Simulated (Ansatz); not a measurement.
# Nudged elastic band run: CuSi$_{16}$H$_{4}$

input.yaml

```yaml
crystal:
  lattice:
    - [7.67918, 0.0, 0.0]
    - [3.83959, 6.650365, 0.0]
    - [0.0, 0.0, 17.418765]
  atoms:
    - { symbol: H, position: [0.1666667, 0.1666667, 0.0574094] }
    - { symbol: H, position: [0.6666667, 0.1666667, 0.0574094] }
    - { symbol: H, position: [0.1666667, 0.6666667, 0.0574094] }
    - { symbol: H, position: [0.6666667, 0.6666667, 0.0574094] }
    - { symbol: Si, position: [0.1666667, 0.1666667, 0.1435234] }
    - { symbol: Si, position: [0.6666667, 0.1666667, 0.1435234] }
    - { symbol: Si, position: [0.1666667, 0.6666667, 0.1435234] }
    - { symbol: Si, position: [0.6666667, 0.6666667, 0.1435234] }
    - { symbol: Si, position: [-0.16668975, 0.33337013, 0.18653162], spin: 0.06 }
    - { symbol: Si, position: [0.33339217, 0.33322922, 0.18647221] }
    - { symbol: Si, position: [-0.166745, 0.83333529, 0.18641129] }
    - { symbol: Si, position: [0.33341856, 0.83333024, 0.18642409] }
    - { symbol: Si, position: [-0.16671338, 0.33339674, 0.32224869] }
    - { symbol: Si, position: [0.3342685, 0.33147469, 0.32170761] }
    - { symbol: Si, position: [-0.16830354, 0.83408208, 0.32164527] }
    - { symbol: Si, position: [0.33424401, 0.83409138, 0.3216635] }
    - { symbol: Si, position: [0.00057521, -0.00114347, 0.36070842], spin: 0.22 }
    - { symbol: Si, position: [0.50010915, -0.00016782, 0.36623645] }
    - { symbol: Si, position: [0.00065132, 0.50051323, 0.36075994], spin: 0.22 }
    - { symbol: Si, position: [0.49881907, 0.50052241, 0.36078022], spin: 0.22 }
    - { symbol: Cu, position: [0.5034464, 0.99449135, 0.49056959] }
magnetization:
  spin_polarized: true
basis:
  ecutwfc: 420.0
kpoints:
  mp_grid: { grid: [2, 2, 1] }
hamiltonian:
  xc: pbesol
  pseudopotentials: { kind: paw, azcp: { folder: soft_1 } }
scf:
  occupations: { method: fermi_dirac, width: 0.05 }
  lower_state_search: "off"
neb:
  images: 3
  f_tol: 0.05
  initial_path: idpp
  max_iterations: 61
  constraints: [{ sites: [0, 1, 2, 3, 4, 5, 6, 7] }]
  final_atoms:
    - { symbol: H, position: [0.16666666, 0.16666668, 0.05740935] }
    - { symbol: H, position: [0.66666664, 0.16666668, 0.05740935] }
    - { symbol: H, position: [0.16666666, 0.66666665, 0.05740935] }
    - { symbol: H, position: [0.66666664, 0.66666668, 0.05740935] }
    - { symbol: Si, position: [0.16666666, 0.16666668, 0.14352338] }
    - { symbol: Si, position: [0.66666664, 0.16666668, 0.14352338] }
    - { symbol: Si, position: [0.16666666, 0.66666665, 0.14352338] }
    - { symbol: Si, position: [0.66666664, 0.66666668, 0.14352338] }
    - { symbol: Si, position: [-0.16725313, 0.33305164, 0.18822593] }
    - { symbol: Si, position: [0.33382923, 0.33308539, 0.18926528] }
    - { symbol: Si, position: [-0.16725313, 0.83420149, 0.18822593] }
    - { symbol: Si, position: [0.33263695, 0.83368153, 0.1823028] }
    - { symbol: Si, position: [-0.20746956, 0.35307992, 0.32533897] }
    - { symbol: Si, position: [0.32862495, 0.33568753, 0.32637427] }
    - { symbol: Si, position: [-0.20746956, 0.85438964, 0.32533897] }
    - { symbol: Si, position: [0.33187951, 0.83406025, 0.31452772] }
    - { symbol: Si, position: [-0.01597661, 0.00798831, 0.32421566] }
    - { symbol: Si, position: [0.46846275, 0.0101465, 0.37980464] }
    - { symbol: Si, position: [-0.01937103, 0.50968552, 0.32745381] }
    - { symbol: Si, position: [0.46846276, 0.52139075, 0.37980464] }
    - { symbol: Cu, position: [0.46327276, 0.76836362, 0.45164984] }
  order_check: true
```

Run as:

```bash
$ ansatz run input.yaml --threads 2 --pin off --max-ram 5120MiB --backend cpu --events-out ev --progress --plain --runs-dir out
```

Output, in part (warnings, iteration lines):

```
WARN: the starting moments were not kept: the SCF closed with an absolute magnetisation of 2.2e-5 μB, where they sum to 0.72 μB in size (4 sites). That is at most 0.1 of that sum. Measured as dr2_m measures the in/out step, that magnetisation stands 2.1e-11 eV from none, at or under the …
NEB end point (image 0): max|allowed force component| = 9.770e-3 eV/Å (the criterion of neb.relax_end_points is 1.000e-2)
NEB end point (image 4): max|allowed force component| = 2.826e-2 eV/Å (the criterion of neb.relax_end_points is 1.000e-2)
WARN: NEB: the barrier is in doubt: a check of the path was left unfinished. Check it with more images (neb.images), a lower neb.f_tol or relaxed end points, with more memory where climbing_image_order says no_room, or from a path moved off its symmetry (neb.initial_path) where it says another_state
NEB iter   1: max|band force component| = 8.260e-1 eV/Å  barrier→ = 0.0813 eV  barrier← = 1.1396 eV  Δτ_max = 0.1927 Å  (121 SCF iters)
NEB iter   2: max|band force component| = 4.103e-1 eV/Å  barrier→ = 0.0393 eV  barrier← = 1.0977 eV  CI = image 1  Δτ_max = 0.1997 Å  (43 SCF iters)
NEB iter   3: max|band force component| = 4.764e-1 eV/Å  barrier→ = 0.0109 eV  barrier← = 1.0692 eV  CI = image 1  Δτ_max = 0.1005 Å  (41 SCF iters)
NEB iter   4: max|band force component| = 1.897e-1 eV/Å  barrier→ = 0.0022 eV  barrier← = 1.0605 eV  CI = image 1  Δτ_max = 0.2000 Å  (38 SCF iters)
NEB iter   5: max|band force component| = 1.292e-1 eV/Å  barrier→ = 0.0081 eV  barrier← = 1.0664 eV  CI = image 1  Δτ_max = 0.0743 Å  (38 SCF iters)
NEB iter   6: max|band force component| = 7.063e-2 eV/Å  barrier→ = 0.0071 eV  barrier← = 1.0654 eV  CI = image 1  Δτ_max = 0.0824 Å  (37 SCF iters)
NEB iter   7: max|band force component| = 6.050e-2 eV/Å  barrier→ = 0.0070 eV  barrier← = 1.0653 eV  CI = image 1  Δτ_max = 0.0308 Å  (33 SCF iters)
NEB iter   8: max|band force component| = 5.143e-2 eV/Å  barrier→ = 0.0070 eV  barrier← = 1.0653 eV  CI = image 1  Δτ_max = 0.0167 Å  (30 SCF iters)
NEB iter   9: max|band force component| = 2.431e-2 eV/Å  barrier→ = 0.0070 eV  barrier← = 1.0653 eV  CI = image 1  CI's point: of a kind that is not told: the force calls were inconclusive, a negative curvature could not be distinguished from the path's own, the only one lies far off the path, or fixed occupations may fill a level only in part  Δτ_max = 0.0000 Å  (362 SCF iters)
```

The run converged. The top lies less than 8 meV above the higher end, about what the thresholds resolve: that end is a shoulder or a very shallow well. By the program's own check the climbing image is of a kind that is not told: the force calls were inconclusive, a negative curvature could not be distinguished from the path's own, the only one lies far off the path, or fixed occupations may fill a level only in part (lowest curvatures found: -0.18 and 0.00 eV/Å²). Limits of this set-up: coarse k mesh, thin slab, slab without dipole correction, PAW files made for another functional.

Final band (atoms are numbered from 1 in the order of the input):

```json
{"image": "0", "path coordinate (Å)": "0.00", "energy (eV)": "0.000", "Si16–Cu21 (Å)": "3.67", "Si20–Cu21 (Å)": "4.43"}
{"image": "1", "path coordinate (Å)": "0.59", "energy (eV)": "0.007", "Si16–Cu21 (Å)": "3.30", "Si20–Cu21 (Å)": "3.90"}
{"image": "2", "path coordinate (Å)": "1.35", "energy (eV)": "-0.236", "Si16–Cu21 (Å)": "2.99", "Si20–Cu21 (Å)": "3.14"}
{"image": "3", "path coordinate (Å)": "2.10", "energy (eV)": "-0.938", "Si16–Cu21 (Å)": "2.60", "Si20–Cu21 (Å)": "2.36"}
{"image": "4", "path coordinate (Å)": "2.86", "energy (eV)": "-1.058", "Si16–Cu21 (Å)": "2.54", "Si20–Cu21 (Å)": "2.26"}
```

Run time: 28 min on 2 threads of Arm Neoverse V1, with other jobs on the host, peak memory 2.9 GiB.
